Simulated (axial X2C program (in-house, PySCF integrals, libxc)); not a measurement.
# All-electron X2C curves of RuH, part 1 of 2

Aim: find the lowest determinant of RuH, scan the bond at several levels and fit the constants, once spin-free and once with spin–orbit coupling.

The runs use an in-house X2C program for linear molecules on PySCF integrals; all-electron X2C, Ru dyall-cv3z, H dyall-v3z.

All values are calculated.

## 1. Input

File task.json:

```json
{"zs": [44, 1], "q": 0, "bas": ["dyall-cv3z", "dyall-v3z"], "levels": ["PBE0", "HF", "BP86", "BHandHLYP", "r2SCAN0"], "cc": true, "r0": 1.57, "thr": -2.0, "nmax": 140}
```

Keys: zs atomic numbers; q charge; bas basis sets; levels methods (HF also brings MP2); cc coupled cluster on or off; r0 starting distance in Å; thr threshold in hartree for freezing inner shells (an s shell follows its p shell); nmax most natural virtual spinors.

On the command line:

```console
> python so2c.py task.json out
```

Spin-free means the one-electron spin-free X2C Hamiltonian; two-component (2c) means X2C with spin–orbit coupling and atomic mean-field two-electron Coulomb and Gaunt terms. Basis: Ru dyall-cv3z contracted to [12s12p8d5f3g], H dyall-v3z contracted to [6s2p1d]; Gaussian nuclei, density fitting. Masses: Ru 101.904 u, H 1.008 u.

Notation: σ, π±, δ± give the projection m of an orbital's angular momentum (0, ±1, ±2), α and β its spin, Λ and M_S the sums; ω is the projection of a spinor's total angular momentum and Ω the sum. Logs are in hartree.

The results follow Hamiltonian by Hamiltonian and level by level.

## 2. State search with PBE0

Determinants are compared with PBE0 at 1.570 Å.

Spin-free determinants:

| ΔE (eV) | state | open shells |
| --- | --- | --- |
| 0.00 | M_S = 3/2, Λ = 0 | beyond closed shells: σα, δ+α, δ-α |
| 0.36 | M_S = 3/2, Λ = 3 | beyond closed shells: σα, π+α, π+β, π-α, δ+α, δ+β, δ-α |
| 0.50 | M_S = 3/2, Λ = 1 | beyond closed shells: σα, π+α, π-α, π-β, δ+α, δ+β, δ-α |
| 0.70 | M_S = 3/2, Λ = 2 | beyond closed shells: π+α, π-α, δ+α, δ+β, δ-α |
| 0.77 | M_S = 3/2, Λ = 1 | beyond closed shells: π+α, π+β, π-α, δ+α, δ-α |
| 0.96 | M_S = 3/2, Λ = 0 | beyond closed shells: σα, π+α, π-α |
| 1.06 | M_S = 1/2, Λ = 3 | beyond closed shells: σα, π+α, π+β, π-β, δ+α, δ+β, δ-α |

Two-component determinants:

```csv
ΔE (eV),state,open shells
0.00,Ω = 3/2,"excess of +ω over −ω: ω = 1/2, ω = -3/2, ω = 5/2"
0.20,Ω = 9/2,"excess of +ω over −ω: ω = 1/2, ω = 3/2, ω = 5/2"
0.44,Ω = 5/2,excess of +ω over −ω: ω = 5/2
0.53,Ω = 3/2,excess of +ω over −ω: ω = 3/2
0.55,Ω = 1/2,excess of +ω over −ω: ω = 1/2
0.58,Ω = 7/2,"excess of +ω over −ω: ω = -1/2, ω = 3/2, ω = 5/2"
0.72,Ω = 5/2,excess of +ω over −ω: ω = 5/2
```

## 3. PBE0, spin-free

State followed: M_S = 3/2, Λ = 0 (beyond closed shells: σα, δ+α, δ-α). The scan is laid around 1.585 Å, a first estimate of the minimum, and this SCF restarts from the orbitals of the search.

The SCF at the reference distance of 1.585 Å:

```text
spin-free X2C-1e  PBE0
basis functions 167  fitting functions 766  grid points 5070
iter        total energy     max residual
   1      -4530.303516940     2.56e+00
   2      -4530.653854897     7.51e-03
   3      -4530.652182004     1.39e-02
   4      -4530.654921934     1.23e-03
   5      -4530.654932105     5.67e-04
   6      -4530.654936234     1.87e-04
   7      -4530.654937056     2.77e-05
   8      -4530.654937099     9.51e-06
   9      -4530.654937109     1.80e-06
  10      -4530.654937109     9.06e-07
converged
one-electron -6276.73311853  Coulomb 1866.26785589  exact exchange -33.19630718  xc functional -101.68346021  nuclear repulsion 14.69009292
```

Along the bond, energies from the lowest point:

```
R (Å)  E (eV)  μ (D)  HOMO (eV)  LUMO (eV)  iterations
1.379  0.4118  -1.81      -5.70      -2.11          12
1.442  0.1757  -1.95      -5.69      -2.10          12
1.490  0.0713  -2.05      -5.68      -2.09          11
1.537  0.0159  -2.15      -5.68      -2.08          11
1.585  0.0000  -2.25      -5.68      -2.08          10
1.641  0.0215  -2.36      -5.69      -2.08          12
1.696  0.0767  -2.48      -5.70      -2.08          11
1.767  0.1843  -2.62      -5.71      -2.09          12
1.854  0.3546  -2.78      -5.74      -2.11          12
1.981  0.6462  -3.00      -5.78      -2.15          12
2.156  1.0759  -3.23      -5.86      -2.36          12
2.377  1.5931  -3.27      -5.93      -2.56          12
```

Dipoles are positive if H is the positive end.

Outer orbitals at the reference distance:

```tsv
symmetry	occupied	ε (eV)	atomic character
σα	yes	-8.97	57% Ru d, 34% H s, 5% Ru s
σβ	yes	-8.43	51% H s, 29% Ru d, 14% Ru s
δ+α	yes	-8.00	100% Ru d
δ-α	yes	-8.00	100% Ru d
π+α	yes	-6.79	97% Ru d, 2% H p
π-α	yes	-6.79	97% Ru d, 2% H p
σα	yes	-6.09	54% Ru s, 26% Ru d, 19% H s
π-β	yes	-5.68	96% Ru d, 2% H p
π+β	yes	-5.68	96% Ru d, 2% H p
σβ	no	-2.08	61% Ru s, 28% Ru d, 6% H s
δ+β	no	-1.85	100% Ru d
δ-β	no	-1.85	100% Ru d
σα	no	-1.49	63% Ru p, 18% Ru s, 9% H s
```

PBE0 fields in the half plane through the axis: z from -2.4 to 3.9 Å across, distance from the axis 0.15 to 2.25 Å upwards; Ru lies at z = 0 and H at z = 1.585 Å; the ELF is damped to zero where the density is low.

log10 density (e/bohr³). Ten even steps from '0' (-5.31 ) to '9' (1.72 ):
```
1122233333332222111000
1222333333333332221100
1223344444444333222110
2233444554444443322210
2234455555555444332211
2234456666655554433211
2234566777666655443221
2234567898766665443221
```

ELF. Ten even steps from '0' (0.00 ) to '9' (1.00 ):
```
0000011111111000000000
0001122212222110000000
0001233312223333100000
0001233322233456520000
0001234323334688862000
0000135656435899985000
0000037747637999997200
0000026161538999998200
```

Re = 1.583 Å, ωe = 1968 cm⁻¹, ωexe = 34.9 cm⁻¹, Be = 6.741 cm⁻¹, De = 2.77 eV, μ = -2.25 D.

## 4. HF, spin-free

Output at 1.585 Å:

```text
spin-free X2C-1e  HF
basis functions 167  fitting functions 766  grid points 5070
iter        total energy     max residual
   1      -4528.560398444     3.73e-01
   2      -4528.582718456     1.03e-02
   3      -4528.584875298     7.17e-03
   4      -4528.585528883     3.90e-03
   5      -4528.585948058     2.44e-03
   6      -4528.586164252     8.06e-04
   7      -4528.586223377     5.47e-04
   8      -4528.586249148     2.56e-04
   9      -4528.586252697     1.56e-04
  10      -4528.586253618     4.68e-05
  11      -4528.586253679     1.28e-05
  12      -4528.586253688     5.54e-06
  13      -4528.586253690     3.17e-06
  14      -4528.586253691     1.24e-06
converged
one-electron -6276.48084318  Coulomb 1866.09981635  exact exchange -132.89531979  xc functional 0.00000000  nuclear repulsion 14.69009292
```

Re = 1.674 Å, ωe = 1661 cm⁻¹, ωexe = 30.8 cm⁻¹, Be = 6.032 cm⁻¹, De = 1.26 eV, μ = -3.51 D.

## 5. BP86, spin-free

The SCF at the reference distance of 1.585 Å:

```text
spin-free X2C-1e  BP86
basis functions 167  fitting functions 766  grid points 5070
iter        total energy     max residual
   1      -4531.549008501     1.66e-01
   2      -4531.552391027     7.12e-03
   3      -4531.550877660     1.35e-02
   4      -4531.553155575     1.63e-03
   5      -4531.553179124     9.86e-04
   6      -4531.553209970     1.89e-04
   7      -4531.553210857     4.97e-05
   8      -4531.553210928     2.00e-05
   9      -4531.553210939     4.40e-06
  10      -4531.553210940     4.77e-07
converged
one-electron -6276.36633350  Coulomb 1865.87445903  exact exchange 0.00000000  xc functional -135.75142939  nuclear repulsion 14.69009292
```

Re = 1.581 Å, ωe = 2002 cm⁻¹, ωexe = 36.3 cm⁻¹, Be = 6.762 cm⁻¹, De = 3.16 eV, μ = -1.82 D.

## 6. BHandHLYP, spin-free

The SCF at the reference distance of 1.585 Å:

```text
spin-free X2C-1e  BHandHLYP
basis functions 167  fitting functions 766  grid points 5070
iter        total energy     max residual
   1      -4530.946841524     1.19e-01
   2      -4530.949063566     2.17e-03
   3      -4530.949232030     1.81e-03
   4      -4530.949287211     8.65e-04
   5      -4530.949308938     6.88e-04
   6      -4530.949323891     2.49e-04
   7      -4530.949326571     1.22e-04
   8      -4530.949327427     4.05e-05
   9      -4530.949327490     1.29e-05
  10      -4530.949327495     3.06e-06
  11      -4530.949327496     9.57e-07
converged
one-electron -6276.81737006  Coulomb 1866.38146332  exact exchange -66.41356267  xc functional -68.78995100  nuclear repulsion 14.69009292
```

Re = 1.607 Å, ωe = 1875 cm⁻¹, ωexe = 32.7 cm⁻¹, Be = 6.544 cm⁻¹, De = 2.50 eV, μ = -2.66 D.

## 7. r2SCAN0, spin-free

Output at 1.585 Å:

```text
spin-free X2C-1e  r2SCAN0
basis functions 167  fitting functions 766  grid points 5070
iter        total energy     max residual
   1      -4530.954414244     8.84e-02
   2      -4530.956503434     1.57e-03
   3      -4530.956559780     1.04e-03
   4      -4530.956583740     5.21e-04
   5      -4530.956593924     3.64e-04
   6      -4530.956596387     1.23e-04
   7      -4530.956597817     5.23e-05
   8      -4530.956597992     1.76e-05
   9      -4530.956598010     5.96e-06
  10      -4530.956598011     9.06e-07
converged
one-electron -6276.79955566  Coulomb 1866.35815172  exact exchange -33.20449800  xc functional -102.00078899  nuclear repulsion 14.69009292
```

Re = 1.586 Å, ωe = 1972 cm⁻¹, ωexe = 35.2 cm⁻¹, Be = 6.715 cm⁻¹, De = 2.76 eV, μ = -2.39 D.

## 8. MP2 and beyond, spin-free

Correlated methods: 9 electrons correlated (frozen shells, counted by type: Ru 4 s, 3 p, 1 d; H none), 223 virtual spinors in MP2, 124 natural virtuals in coupled cluster.

Output of the correlated part at 1.585 Å:

```text
correlated 9  virtual 223  natural virtual 124  E(MP2) -0.241244136  MP2 remainder -0.003033849
iter   CCSD correlation   residual
   1     -0.234374883   9.92e-02
   2     -0.239759679   4.95e-02
   3     -0.242516818   2.91e-02
   4     -0.243153066   1.29e-02
   5     -0.243434538   5.40e-03
   6     -0.243496200   2.26e-03
   7     -0.243492483   8.38e-04
   8     -0.243499861   3.68e-04
   9     -0.243493845   1.58e-04
  10     -0.243494190   7.14e-05
  11     -0.243493058   2.91e-05
  12     -0.243493270   1.34e-05
  13     -0.243493285   6.81e-06
(T) -0.012158829  T1 0.0461  D1 0.1202  max T2 0.061
```

T1 in the output is the amplitude norm over the root of the electron number; divide by √2 for the Lee–Taylor value.

MP2: Re = 1.565 Å, ωe = 2002 cm⁻¹, Be = 6.893 cm⁻¹, De = 2.45 eV.

CCSD: Re = 1.594 Å, ωe = 1919 cm⁻¹, ωexe = 34.7 cm⁻¹, Be = 6.65 cm⁻¹, De = 2.58 eV. T1 at Re = 0.033 (Lee–Taylor, the printed value over √2).

CCSD(T): Re = 1.590 Å, ωe = 1938 cm⁻¹, ωexe = 35.4 cm⁻¹, Be = 6.685 cm⁻¹, De = 2.67 eV. T1 at Re = 0.033 (Lee–Taylor, the printed value over √2).

## 9. A higher determinant, spin-free

State: M_S = 3/2, Λ = 3 (beyond closed shells: σα, π+α, π+β, π-α, δ+α, δ+β, δ-α).

Output at the reference distance:

```text
spin-free X2C-1e  PBE0
basis functions 167  fitting functions 766  grid points 5070
iter        total energy     max residual
   1      -4530.289383029     2.58e+00
   2      -4530.640691057     7.95e-03
   3      -4530.638942134     1.42e-02
   4      -4530.641789201     1.29e-03
   5      -4530.641800343     5.79e-04
   6      -4530.641804287     1.96e-04
   7      -4530.641805064     3.15e-05
   8      -4530.641805135     1.06e-05
   9      -4530.641805145     1.97e-06
  10      -4530.641805145     8.74e-07
converged
one-electron -6277.07464668  Coulomb 1866.60647590  exact exchange -33.19503102  xc functional -101.66869627  nuclear repulsion 14.69009292
```

| R (Å) | E above the lowest PBE0 point (eV) |
| --- | --- |
| 1.379 | 0.870 |
| 1.442 | 0.598 |
| 1.490 | 0.470 |
| 1.537 | 0.393 |
| 1.585 | 0.357 |
| 1.641 | 0.358 |
| 1.696 | 0.394 |
| 1.767 | 0.480 |
| 1.854 | 0.628 |

Re = 1.611 Å, ωe = 1895 cm⁻¹, ωexe = 34 cm⁻¹, Be = 6.506 cm⁻¹, μ = -2.39 D. Te = 0.35 eV.

State: M_S = 3/2, Λ = 1 (beyond closed shells: σα, π+α, π-α, π-β, δ+α, δ+β, δ-α).

Output at the reference distance:

```text
spin-free X2C-1e  PBE0
basis functions 167  fitting functions 766  grid points 5070
iter        total energy     max residual
   1      -4530.284447064     2.58e+00
   2      -4530.635698646     7.98e-03
   3      -4530.633922389     1.42e-02
   4      -4530.636800475     1.29e-03
   5      -4530.636811714     5.79e-04
   6      -4530.636815661     1.97e-04
   7      -4530.636816443     3.15e-05
   8      -4530.636816513     1.07e-05
   9      -4530.636816524     1.93e-06
  10      -4530.636816524     8.68e-07
converged
one-electron -6277.04423740  Coulomb 1866.57499454  exact exchange -33.18979020  xc functional -101.66787639  nuclear repulsion 14.69009292
```

| R (Å) | E above the lowest PBE0 point (eV) |
| --- | --- |
| 1.379 | 1.005 |
| 1.442 | 0.734 |
| 1.490 | 0.606 |
| 1.537 | 0.529 |
| 1.585 | 0.493 |
| 1.641 | 0.494 |
| 1.696 | 0.530 |
| 1.767 | 0.616 |
| 1.854 | 0.764 |

Re = 1.611 Å, ωe = 1896 cm⁻¹, ωexe = 34 cm⁻¹, Be = 6.507 cm⁻¹, μ = -2.39 D. Te = 0.49 eV.

## 10. The spin-free curves together

Energy (eV) of the followed determinant, spin-free, from each level's lowest point:

| R (Å) | PBE0 | HF | MP2 | CCSD | CCSD(T) | BP86 | BHandHLYP | r2SCAN0 |
| --- | --- | --- | --- | --- | --- | --- | --- | --- |
| 1.379 | 0.412 | 0.691 | 0.344 | n/a | n/a | 0.413 | 0.478 | 0.427 |
| 1.442 | 0.176 | 0.382 | 0.133 | 0.197 | 0.189 | 0.174 | 0.222 | 0.185 |
| 1.490 | 0.071 | 0.222 | 0.045 | 0.085 | 0.080 | 0.069 | 0.102 | 0.077 |
| 1.537 | 0.016 | 0.112 | 0.003 | 0.023 | 0.020 | 0.014 | 0.031 | 0.018 |
| 1.585 | 0.000 | 0.043 | 0.000 | 0.000 | 0.000 | 0.000 | 0.000 | 0.000 |
| 1.641 | 0.022 | 0.003 | 0.034 | 0.013 | 0.016 | 0.024 | 0.004 | 0.019 |
| 1.696 | 0.077 | 0.000 | 0.101 | 0.060 | 0.066 | 0.082 | 0.042 | 0.073 |
| 1.767 | 0.184 | 0.037 | 0.221 | 0.157 | 0.167 | 0.195 | 0.129 | 0.180 |
| 1.854 | 0.355 | 0.126 | 0.406 | n/a | n/a | 0.371 | 0.276 | 0.349 |
| 1.981 | 0.646 | 0.312 | 0.718 | n/a | n/a | 0.672 | 0.539 | 0.640 |
| 2.156 | 1.076 | 0.607 | 1.181 | n/a | n/a | 1.113 | 0.938 | 1.065 |
| 2.377 | 1.593 | 0.932 | 1.712 | n/a | n/a | 1.649 | 1.423 | 1.557 |

(Continued in part 2 of 2.)
